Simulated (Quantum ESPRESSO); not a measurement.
# GaS2 in Quantum ESPRESSO: work function with PBE

Aim: the work function of GaS2 with PBE.

All numbers are computed with Quantum ESPRESSO 7.5; they aren't measurements. Logs are shortened: lines on timing, memory, paths and dates and some standing lists are left out, and cuts for length are marked.

## (1) The structure

The cell holds a sheet with vacuum, 3 atoms: a = 2.583 Å, b = 2.583 Å, c = 34.301 Å, α = 90.00°, β = 90.00°, γ = 90.00°.

The cell was built by a generator and needn't be a form met in nature.

## (2) Work function, PBE

Contents of pw.in:

```
&CONTROL
  calculation = 'scf'
  prefix = 'pwscf'
  outdir = './tmp'
  pseudo_dir = './pseudo'
  tprnfor = .true.
  disk_io = 'low'
/
&SYSTEM
  ibrav = 0
  celldm(1) = 8
  nat = 3
  ntyp = 2
  ecutwfc = 80
  nbnd = 19
  occupations = 'smearing'
  smearing = 'fd'
  degauss = 0.00367493
/
&ELECTRONS
  conv_thr = 3d-09
  electron_maxstep = 150
  mixing_beta = 0.3
  mixing_mode = 'local-TF'
/
ATOMIC_SPECIES
Ga    69.7230 Ga.upf
S     32.0600 S.upf
CELL_PARAMETERS alat
  0.6102327223218   0.0000000000000   0.0000000000000
  0.0000000000000   0.6102327223218   0.0000000000000
  0.0000000000000   0.0000000000000   8.1024794939364
ATOMIC_POSITIONS crystal
Ga     0.0000000000    0.0000000000    0.2769600000
S      0.0000000000    0.0000000000    0.3496500000
S      0.0000000000    0.0000000000    0.2042700000
K_POINTS automatic
10 10 1 0 0 0
```

Contents of pp_density.in:

```
&INPUTPP
  prefix = 'pwscf'
  outdir = './tmp'
  filplot = 'density.dat'
  plot_num = 0
/
&PLOT
  nfile = 1
  filepp(1) = 'density.dat'
  iflag = 3
  output_format = 6
  fileout = 'density.cube'
/
```

Contents of pp_potential.in:

```
&INPUTPP
  prefix = 'pwscf'
  outdir = './tmp'
  filplot = 'potential.dat'
  plot_num = 11
/
&PLOT
  nfile = 1
  filepp(1) = 'potential.dat'
  iflag = 3
  output_format = 6
  fileout = 'potential.cube'
/
```

Contents of pp_elf.in:

```
&INPUTPP
  prefix = 'pwscf'
  outdir = './tmp'
  filplot = 'elf.dat'
  plot_num = 8
/
&PLOT
  nfile = 1
  filepp(1) = 'elf.dat'
  iflag = 3
  output_format = 6
  fileout = 'elf.cube'
/
```

Potentials or basis: PseudoDojo 0.4.1 SR PBE standard.

The run is started by

```sh
OMP_NUM_THREADS=1 pw.x -in pw.in > pw.out
OMP_NUM_THREADS=1 pp.x -in pp_density.in > pp_density.out
OMP_NUM_THREADS=1 pp.x -in pp_potential.in > pp_potential.out
OMP_NUM_THREADS=1 pp.x -in pp_elf.in > pp_elf.out
```

pw.out:

```text
This program is part of the open-source Quantum ESPRESSO suite
     for quantum simulation of materials; please cite
[... 9 lines left out ...]
     --------------------
     sticks:   dense  smooth     PW     G-vecs:    dense   smooth      PW
     Sum         601     601    185               149041   149041   24995

     Using Slab Decomposition

     bravais-lattice index     =            0
     lattice parameter (alat)  =       8.0000  a.u.
     unit-cell volume          =    1544.8236 (a.u.)^3
     number of atoms/cell      =            3
     number of atomic types    =            2
     number of electrons       =        25.00
     number of Kohn-Sham states=           19
     kinetic-energy cutoff     =      80.0000  Ry
     charge density cutoff     =     320.0000  Ry
     scf convergence threshold =      3.0E-09
     mixing beta               =       0.3000
     number of iterations used =            8  local-TF  mixing
     Exchange-correlation= PBE
                           (   1   4   3   4   0   0   0)

     celldm(1)=   8.000000  celldm(2)=   0.000000  celldm(3)=   0.000000
     celldm(4)=   0.000000  celldm(5)=   0.000000  celldm(6)=   0.000000

     crystal axes: (cart. coord. in units of alat)
               a(1) = (   0.610233   0.000000   0.000000 )
               a(2) = (   0.000000   0.610233   0.000000 )
               a(3) = (   0.000000   0.000000   8.102479 )

     reciprocal axes: (cart. coord. in units 2 pi/alat)
               b(1) = (  1.638719  0.000000  0.000000 )
               b(2) = (  0.000000  1.638719  0.000000 )
               b(3) = (  0.000000  0.000000  0.123419 )

     PseudoPot. # 1 for Ga read from file:
     Ga.upf
     Pseudo is Norm-conserving + core correction, Zval = 13.0
     Generated using ONCVPSP code by D. R. Hamann
     Using radial grid of 1902 points,  6 beta functions with:
                l(1) =   0
                l(2) =   0
                l(3) =   1
                l(4) =   1
                l(5) =   2
                l(6) =   2

     PseudoPot. # 2 for S  read from file:
     S.upf
     Pseudo is Norm-conserving + core correction, Zval =  6.0
     Generated using ONCVPSP code by D. R. Hamann
     Using radial grid of 1146 points,  6 beta functions with:
                l(1) =   0
                l(2) =   0
                l(3) =   1
                l(4) =   1
                l(5) =   2
                l(6) =   2

     atomic species   valence    mass     pseudopotential
     Ga               13.00    69.72300     Ga( 1.00)
     S                 6.00    32.06000     S ( 1.00)

      8 Sym. Ops. (no inversion) found

   Cartesian axes

     site n.     atom                  positions (alat units)
         1        Ga     tau(   1) = (   0.0000000   0.0000000   2.2440627  )
         2        S      tau(   2) = (   0.0000000   0.0000000   2.8330320  )
         3        S      tau(   3) = (   0.0000000   0.0000000   1.6550935  )

     number of k points=    21  Fermi-Dirac smearing, width (Ry)=  0.0037
                       cart. coord. in units 2pi/alat
        k(    1) = (   0.0000000   0.0000000   0.0000000), wk =   0.0200000
        k(    2) = (   0.0000000   0.1638719   0.0000000), wk =   0.0800000
        k(    3) = (   0.0000000   0.3277438   0.0000000), wk =   0.0800000
        k(    4) = (   0.0000000   0.4916157   0.0000000), wk =   0.0800000
        k(    5) = (   0.0000000   0.6554876   0.0000000), wk =   0.0800000
        k(    6) = (   0.0000000  -0.8193595   0.0000000), wk =   0.0400000
[... 13 lines left out ...]
        k(   20) = (   0.6554876  -0.8193595   0.0000000), wk =   0.0800000
        k(   21) = (  -0.8193595  -0.8193595   0.0000000), wk =   0.0200000

     Dense  grid:   149041 G-vectors     FFT dimensions: (  27,  27, 375)

     Initial potential from superposition of free atoms

     starting charge      24.9973, renormalised to      25.0000

     negative rho (up, down):  2.029E-05 0.000E+00
     Starting wfcs are   17 randomized atomic wfcs +    2 random wfcs

     Self-consistent Calculation

     iteration #  1     ecut=    80.00 Ry     beta= 0.30
     Davidson diagonalization with overlap
     ethr =  1.00E-02,  avg # of iterations =  8.5

     Threshold (ethr) on eigenvalues was too large:
     Diagonalizing with lowered threshold

     Davidson diagonalization with overlap
     ethr =  9.55E-05,  avg # of iterations =  7.0

     total energy              =    -197.04574588 Ry
     estimated scf accuracy    <       0.02548155 Ry

     iteration #  2     ecut=    80.00 Ry     beta= 0.30
     Davidson diagonalization with overlap
     ethr =  1.02E-04,  avg # of iterations =  1.0

     negative rho (up, down):  2.449E-06 0.000E+00

     total energy              =    -197.04115453 Ry
     estimated scf accuracy    <       0.01508122 Ry

     iteration #  3     ecut=    80.00 Ry     beta= 0.30
     Davidson diagonalization with overlap
     ethr =  6.03E-05,  avg # of iterations =  4.3

     total energy              =    -197.04268239 Ry
     estimated scf accuracy    <       0.00087723 Ry

     iteration #  4     ecut=    80.00 Ry     beta= 0.30
     Davidson diagonalization with overlap
     c_bands:  1 eigenvalues not converged
     ethr =  3.51E-06,  avg # of iterations =  7.6

     total energy              =    -197.04275328 Ry
     estimated scf accuracy    <       0.00026409 Ry

     iteration #  5     ecut=    80.00 Ry     beta= 0.30
     Davidson diagonalization with overlap
     ethr =  1.06E-06,  avg # of iterations =  3.7

     negative rho (up, down):  2.983E-07 0.000E+00

     total energy              =    -197.04275668 Ry
     estimated scf accuracy    <       0.00013041 Ry

     iteration #  6     ecut=    80.00 Ry     beta= 0.30
     Davidson diagonalization with overlap
     ethr =  5.22E-07,  avg # of iterations =  3.4

     total energy              =    -197.04274369 Ry
     estimated scf accuracy    <       0.00007705 Ry
[... 64 lines left out ...]
     iteration # 14     ecut=    80.00 Ry     beta= 0.30
     Davidson diagonalization with overlap
     ethr =  6.66E-10,  avg # of iterations =  5.4

     negative rho (up, down):  1.677E-05 0.000E+00

     total energy              =    -197.04274966 Ry
     estimated scf accuracy    <       0.00000005 Ry

     iteration # 15     ecut=    80.00 Ry     beta= 0.30
     Davidson diagonalization with overlap
     ethr =  2.09E-10,  avg # of iterations =  4.4

     End of self-consistent calculation

          k = 0.0000 0.0000 0.0000 ( 18561 PWs)   bands (ev):

   -17.6988 -17.4601 -17.3499 -17.0000 -16.8161 -16.8161 -16.7428 -11.5833
    -7.5789  -4.7217   0.5510   0.5510   0.5981   0.5981   0.6726   2.8097
     3.1959   3.2377   3.6666

          k = 0.0000 0.1639 0.0000 ( 18544 PWs)   bands (ev):

   -17.5834 -17.4264 -17.1867 -16.9090 -16.8309 -16.8138 -16.7617 -11.3769
    -7.4022  -4.5731  -0.9078  -0.8494   0.6650   0.7107   0.8851   3.0173
     3.4125   3.4614   3.8831

          k = 0.0000 0.3277 0.0000 ( 18608 PWs)   bands (ev):

   -17.3878 -17.3060 -16.9636 -16.8109 -16.8078 -16.6134 -16.5458 -10.7511
    -6.8964  -4.1878  -3.4656  -3.4238   0.9835   1.0254   1.5072   3.1580
     3.8698   4.0440   4.1509
[... 91 lines left out ...]
          k = 0.6555 0.6555 0.0000 ( 18724 PWs)   bands (ev):

   -17.2234 -17.0357 -17.0259 -16.9055 -16.6725 -12.6515 -12.6284  -6.2016
    -6.0717  -5.9850  -5.8231  -5.1235  -3.4091  -1.4492  -0.5250   2.5622
     3.4471   3.4835   5.4947

          k = 0.6555-0.8194 0.0000 ( 18704 PWs)   bands (ev):

   -17.2532 -17.0541 -17.0255 -16.8900 -16.6218 -12.1972 -12.1565  -6.8986
    -6.7430  -5.7675  -5.6509  -4.2551  -3.1088  -1.7347  -0.6678   2.4656
     2.7960   3.0468   5.2999

          k =-0.8194-0.8194 0.0000 ( 18612 PWs)   bands (ev):

   -17.2842 -17.0486 -17.0486 -16.8726 -16.5716 -11.7330 -11.6754  -6.5866
    -6.5866  -6.4473  -6.4473  -3.4519  -2.8254  -1.0708  -1.0708   1.6419
     2.1220   2.5235   4.9082

     the Fermi energy is    -1.8239 ev

!    total energy              =    -197.04274969 Ry
     estimated scf accuracy    <          1.9E-09 Ry
     smearing contrib. (-TS)   =      -0.00067143 Ry
     internal energy E=F+TS    =    -197.04207825 Ry

     The total energy is F=E-TS. E is the sum of the following terms:
     one-electron contribution =   -2454.57551763 Ry
     hartree contribution      =    1236.03868351 Ry
     xc contribution           =     -54.43186062 Ry
     ewald contribution        =    1075.92661649 Ry

     convergence has been achieved in  15 iterations

     Forces acting on atoms (cartesian axes, Ry/au):

     atom    1 type  1   force =     0.00000000    0.00000000    0.00000078
     atom    2 type  2   force =     0.00000000    0.00000000    0.00166517
     atom    3 type  2   force =     0.00000000    0.00000000   -0.00166594

     Total force =     0.002355     Total SCF correction =     0.000057

=------------------------------------------------------------------------------=
   JOB DONE.
=------------------------------------------------------------------------------=
```

It took 3.4 min on 1 thread of Arm Neoverse V1, shared host; peak memory 0.32 GiB.

What came out:

```yaml
Free_energy: -2680.9032 eV
Largest_force: 0.043 eV/Å
Band_gap_on_the_k_mesh: none (metal or under the smearing width)
Work_function_of_the_upper_face: 5.12 eV
Work_function_of_the_lower_face: 5.12 eV
```

Forces on the atoms (eV/Å):
```
Ga   0.000  0.000  0.000
S    0.000  0.000  0.043
S    0.000  0.000 -0.043
```
